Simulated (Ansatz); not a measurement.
# B3LYP/3-21G run of AlH (SMILES [AlH])

Aim: the electronic atomisation energy of AlH at B3LYP/3-21G, from 3 runs. 

Program for the calculation: Ansatz 0.2.0.

53 further runs of the same task are left out: 53 set aside as unsound or not needed.

### 1 The system as given

AlH has 2 atoms, charge 0, and is taken as a singlet. As SMILES, `[AlH]`. The shape comes from GFN2-xTB, which is rough for such elements, and wasn't checked as a minimum.

Bond lengths: Al1–H2 1.613 Å.

### 2 The energy at B3LYP/3-21G

molecule.yaml reads:

```yaml
crystal:
  periodic: [false, false, false]
  atoms:
    - symbol: Al
      position_ang: [0.000000, 0.000000, 0.000000]
    - symbol: H
      position_ang: [0.000000, 0.000000, 1.613470]
basis:
  gaussian: {orbitals: 3-21G.json}
accuracy: high
hamiltonian: {xc: {name: B3LYP}}
magnetization: {spin_polarized: false, initial_magnetization: 0}
```

The basis set 3-21G is read from a file made from the Basis Set Exchange's data (not shown).

The run is started by

```sh
$ ansatz run molecule.yaml --threads 1 --pin off --max-ram 2610MiB --events-out events.jsonl --progress --plain --runs-dir runs
```

Log:

```text
Warning: RAYON_NUM_THREADS=1 ignored (pool sized by the plan → 1); use --threads N
Functional definition: B3LYP
  name "B3LYP"
  parameter a0 = 0.2
  parameter ax = 0.72
  parameter ac = 0.81
  exchange = (1 - a0 - ax)*slater_x + ax*b88_x + a0*exact_x
  correlation = (1 - ac)*vwn_rpa_c + ac*lyp_c
280 factors; integrals over basis functions are off by at most 2.6e-9 eV
mean field evaluation 1: about -6575.3089 eV, gradient 8.3e0 eV
mean field evaluation 2: about -6575.5234 eV, gradient 4.3e0 eV
mean field evaluation 4: about -6575.6265 eV, gradient 3.7e-1 eV
mean field evaluation 8: about -6575.6254 eV, gradient 3.1e-3 eV
mean field evaluation 16: about -6575.6254 eV, gradient 2.1e-8 eV
mean field -6575.62541355 eV, -241.6497768290 hartree, gradient 7.4e-9 eV, S^2 0.000000; 0 other end points of the search recorded, 0 dependent functions left out
reference -6575.62543924 eV, -241.6497777731 hartree; 7, 7 occupied and 8, 8 virtual orbitals, 280 factors
Total energy: -6575.62543924 eV, -241.6497777731 hartree
```

Wall time 0.57 s (1 thread of Intel Xeon Platinum 8259CL at 2.50GHz (Skylake/Cascade Lake), shared host); peak memory 0.096 GiB.

### 3 The Al atom at the same level

run.yaml reads:

```yaml
crystal:
  periodic: [false, false, false]
  atoms:
    - {symbol: Al, position_ang: [0.000000, 0.000000, 0.000000]}
basis:
  gaussian: {orbitals: 3-21G.json}
total_charge: 0
magnetization: {spin_polarized: true, initial_magnetization: 1}
hamiltonian: {xc: {name: B3LYP}}
accuracy: high
```

The basis set 3-21G is read from a file made from the Basis Set Exchange's data (not shown).

The run is started by

```sh
$ ansatz run run.yaml --threads 1 --pin off --max-ram 2610MiB --events-out events.jsonl --progress --plain --runs-dir runs
```

Log:

```text
Warning: RAYON_NUM_THREADS=1 ignored (pool sized by the plan → 1); use --threads N
Functional definition: B3LYP
  name "B3LYP"
  parameter a0 = 0.2
  parameter ax = 0.72
  parameter ac = 0.81
  exchange = (1 - a0 - ax)*slater_x + ax*b88_x + a0*exact_x
  correlation = (1 - ac)*vwn_rpa_c + ac*lyp_c
79 factors; integrals over basis functions are off by at most 3.2e-9 eV
mean field evaluation 1: about -6559.1326 eV, gradient 6.7e-1 eV
mean field evaluation 2: about -6559.1403 eV, gradient 1.4e-1 eV
mean field evaluation 4: about -6559.1369 eV, gradient 2.6e-2 eV
mean field evaluation 8: about -6559.1369 eV, gradient 4.6e-6 eV
mean field evaluation 16: about -6559.1535 eV, gradient 7.9e-3 eV
mean field evaluation 32: about -6559.1369 eV, gradient 5.0e-7 eV
mean field -6559.13689853 eV, -241.0438350784 hartree, gradient 9.2e-8 eV, S^2 0.750000; 1 other end points of the search recorded, 0 dependent functions left out
reference -6559.13691980 eV, -241.0438358599 hartree; 7, 6 occupied and 6, 7 virtual orbitals, 79 factors
Total energy: -6559.13691980 eV, -241.0438358599 hartree
```

Wall time 1.5 s (1 thread of Intel Xeon Platinum 8259CL at 2.50GHz (Skylake/Cascade Lake), shared host); peak memory 0.11 GiB.

### 4 The H atom, same level

job.yaml reads:

```yaml
crystal:
  periodic: [false, false, false]
  atoms:
    - {symbol: H, position_ang: [0.000000, 0.000000, 0.000000]}
basis:
  gaussian: {orbitals: 3-21G.json}
total_charge: 0
magnetization: {spin_polarized: true, initial_magnetization: 1}
hamiltonian: {xc: {name: B3LYP}}
accuracy: high
```

The basis set 3-21G is read from a file made from the Basis Set Exchange's data (not shown).

Run the same way, it converges to -0.49731 Eh (log not shown).

### 5 Summary of results

At B3LYP/3-21G:

```
                     quantity          value
       molecule: total energy  -241.64978 Eh
        Al atom: total energy  -241.04384 Eh
                Al atom: ⟨S²⟩          0.750
         H atom: total energy    -0.49731 Eh
                 H atom: ⟨S²⟩          0.750
electronic atomisation energy       2.956 eV
```

In words: Taking the molecule apart into free atoms costs 2.96 eV (285 kJ/mol), before zero-point energy and without spin-orbit coupling. The basis has no polarisation functions, which makes bonds too weak.
